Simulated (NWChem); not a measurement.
**SnGeH6 (SMILES [GeH3][SnH3]): HF/def2-SVP (core potential)**

Aim: the energy change on altering one bond length of SnGeH6 at HF/def2-SVP (core potential), from 2 runs. 

Program for the calculation: NWChem 7.3.0.

### 1 Starting point

SnGeH6 has 8 atoms, charge 0, and is taken as a singlet. As SMILES, `[GeH3][SnH3]`. The coordinates come from a PBE0-D4/def2-TZVP relaxation.

Bond lengths: Ge1–Sn2 2.595 Å, Ge1–H3 1.538 Å, Ge1–H4 1.538 Å, Ge1–H5 1.538 Å, Sn2–H6 1.707 Å, Sn2–H7 1.707 Å, Sn2–H8 1.707 Å. Some angles: Ge1–Sn2–H6 110.4°, Ge1–Sn2–H7 110.5°, Ge1–Sn2–H8 110.4°, Sn2–Ge1–H3 110.4°, Sn2–Ge1–H4 110.4°, Sn2–Ge1–H5 110.4°, H6–Sn2–H7 108.5°, H6–Sn2–H8 108.5°, H7–Sn2–H8 108.5°, H3–Ge1–H4 108.5°.

### 2 Energy and forces at HF/def2-SVP (core potential)

run.py reads:

```python
from ase import Atoms
from ase.calculators.nwchem import NWChem

molecule = Atoms(['Ge', 'Sn', 'H', 'H', 'H', 'H', 'H', 'H'], positions=[
    [-0.754100, 0.285800, -1.041300],
    [0.751500, -0.290300, 0.992300],
    [-1.830800, 1.307300, -0.639500],
    [-1.453400, -0.978600, -1.567000],
    [0.087500, 0.886500, -2.179300],
    [-0.187600, -0.932800, 2.265200],
    [1.931000, -1.444200, 0.553800],
    [1.547900, 1.109100, 1.560100],
])

calc = NWChem(
    label='nw',
    theory='scf',
    memory='2200 mb',
    basis='def2-SVP',
    basispar='spherical bse',
    scf={'nopen': '0', 'rhf': None, 'thresh': '1e-08', 'maxiter': '80'},
    **{'ecp bse': {'Sn library': 'def2-SVP'}},
)
molecule.calc = calc

forces = molecule.get_forces()
print("Total energy (eV):", round(molecule.get_potential_energy(), 6))
print("forces (eV/A):")
for s, f in zip(molecule.symbols, forces):
    print(f"{s:2s} {f[0]:10.5f} {f[1]:10.5f} {f[2]:10.5f}")
print("dipole (e A):", molecule.get_dipole_moment().round(4))
```

Run with:

```console
export ASE_NWCHEM_COMMAND="nwchem PREFIX.nwi > PREFIX.nwo"
python run.py
```

Log:

```text
Total energy (eV): -62366.206239
forces (eV/A):
Ge   -0.25649    0.09935   -0.34828
Sn    0.19890   -0.07667    0.27038
H     0.02196   -0.02324   -0.01692
H     0.01183    0.03301    0.00658
H    -0.02607   -0.01337    0.02108
H    -0.03342   -0.02705    0.05446
H     0.04926   -0.04597   -0.01363
H     0.03399    0.05394    0.02633
dipole (e A): [-0.0117  0.0045 -0.0161]
```

The calculator wrote nw.nwi:

```
title "nw"

permanent_dir nw

scratch_dir nw

start nw

geometry units angstrom nocenter noautosym noautoz
  Ge -7.5409999999999999e-01 2.8580000000000000e-01 -1.0412999999999999e+00
  Sn 7.5149999999999995e-01 -2.9030000000000000e-01 9.9229999999999996e-01
  H  -1.8308000000000000e+00 1.3072999999999999e+00 -6.3949999999999996e-01
  H  -1.4534000000000000e+00 -9.7860000000000003e-01 -1.5669999999999999e+00
  H  8.7499999999999994e-02 8.8649999999999995e-01 -2.1793000000000000e+00
  H  -1.8759999999999999e-01 -9.3279999999999996e-01 2.2652000000000001e+00
  H  1.9310000000000000e+00 -1.4441999999999999e+00 5.5379999999999996e-01
  H  1.5479000000000001e+00 1.1091000000000000e+00 1.5601000000000000e+00
end

memory 2200 mb

basis spherical bse noprint
   * library def2-SVP
end

scf
  nopen 0
  rhf
  thresh 1e-08
  maxiter 80
end
ecp bse
  Sn library def2-SVP
end

task scf gradient
```

nw.nwo:

```text
Northwest Computational Chemistry Package (NWChem) 7.3.0
             --------------------------------------------------------

           Job information
           ---------------

    nwchem branch   = 7.3.0
    use scalapack   = T
    input           = nw.nwi
    prefix          = nw.
    data base       = nw/nw.db
    status          = startup
    nproc           =        1

           Memory information
           ------------------

    heap     =     72089600 doubles =      550.0 Mbytes
    stack    =     72089597 doubles =      550.0 Mbytes
    global   =    144179200 doubles =     1100.0 Mbytes (distinct from heap & stack)
    total    =    288358397 doubles =     2200.0 Mbytes
    verify   = yes
    hardfail = no

           Directory information
           ---------------------

  0 permanent = nw
  0 scratch   = nw

[... 134 lines left out ...]
 Convergence threshold     :          1.000E-08
[... 12 lines left out ...]
       Final RHF  results
[... 3 lines left out ...]
      One-electron energy =  -3721.190647279979
[... 1 line left out ...]
 Nuclear repulsion energy =    223.743542963902
[... 48 lines left out ...]
                       ROHF Final Molecular Orbital Analysis
[... 251 lines left out ...]
                              NWChem Gradients Module
                              -----------------------

                                        nw

  wavefunction    =   RHF

                         RHF ENERGY GRADIENTS

    atom               coordinates                        gradient
                 x          y          z           x          y          z
   1 Ge     -1.425042   0.540084  -1.967772    0.004988  -0.001932   0.006773
   2 Sn      1.420129  -0.548587   1.875175   -0.003868   0.001491  -0.005258
   3 H      -3.459710   2.470439  -1.208480   -0.000427   0.000452   0.000329
[... 4 lines of this table left out ...]
   8 H       2.925107   2.095895   2.948162   -0.000661  -0.001049  -0.000512

                 ----------------------------------------
                 |  Time  |  1-e(secs)   |  2-e(secs)   |
                 ----------------------------------------
                 |  CPU   |       0.03   |       3.62   |
                 ----------------------------------------
                 |  WALL  |       0.03   |       3.62   |
                 ----------------------------------------

 Task  times  cpu:       17.4s     wall:       17.4s
 Total times  cpu:       17.5s     wall:       17.5s
```

Run time: 19 s. Hardware: 1 thread of AMD EPYC 9R45 (Zen 5), shared host; peak memory 0.1 GiB.

### 3 The distorted shape: a single-point energy at HF/def2-SVP (core potential)

geh6sn.nw reads:

```
start geh6sn
title "GeH6Sn"
memory stack 880 mb heap 220 mb global 1100 mb

geometry noautosym nocenter noautoz
  Ge    -1.006600     0.105576    -0.699873
  Sn     0.499000    -0.470524     1.333727
  H     -2.083300     1.127076    -0.298073
  H     -1.705900    -1.158824    -1.225573
  H      0.087500     0.886500    -2.179300
  H     -0.440100    -1.113024     2.606627
  H      1.678500    -1.624424     0.895227
  H      1.295400     0.928876     1.901527
end

basis "ao basis" spherical bse
  Ge library def2-SVP
  Sn library def2-SVP
  H library def2-SVP
end

ecp bse
  Sn library def2-SVP
end

scf
  nopen 0
  rhf
  thresh 1e-08
  maxiter 80
end

task scf energy
```

Run with:

```console
nwchem geh6sn.nw > geh6sn.out
```

Log:

```text
[...]
  functions       =    88
[...]
  wavefunction    = RHF
[...]
         Total SCF energy =  -2291.875978203801
      One-electron energy =  -3714.741970160581
      Two-electron energy =   1202.048115010493
 Nuclear repulsion energy =    220.817876946287
        Time for solution =     14.8s
[...]
```

Wall time 16 s (1 thread of AMD EPYC 9R45 (Zen 5), shared host); peak memory 0.1 GiB.

### 4 Summary of results

At HF/def2-SVP (core potential):

| quantity | value |
| --- | --- |
| first shape: total energy | -2291.91582 Eh |
| first shape: dipole moment | 0.10 D |
| first shape: HOMO energy | -10.28 eV |
| first shape: LUMO energy | 3.28 eV |
| first shape: HOMO–LUMO gap | 13.56 eV |
| first shape: largest force on an atom | 0.444 eV/Å |
| distorted shape: total energy | -2291.87598 Eh |
| distorted shape: dipole moment | 0.96 D |
| distorted shape: HOMO energy | -10.26 eV |
| distorted shape: LUMO energy | 2.26 eV |
| distorted shape: HOMO–LUMO gap | 12.52 eV |
| energy change with the Ge1–H5 bond stretched from 1.538 to 1.999 Å | 1.084 eV |

In words: With the Ge1–H5 bond stretched from 1.538 to 1.999 Å the energy rises by 1.08 eV (25 kcal/mol). The first shape isn't relaxed at this level, so the change isn't measured from a minimum. The largest force (first shape) is 0.44 eV/Å: the shape isn't a stationary point for this species at this level. Mulliken charges (first shape) run from -0.15 on H6 to +0.52 on Sn2. Mulliken charges (distorted shape) run from -0.15 on H6 to +0.53 on Sn2.
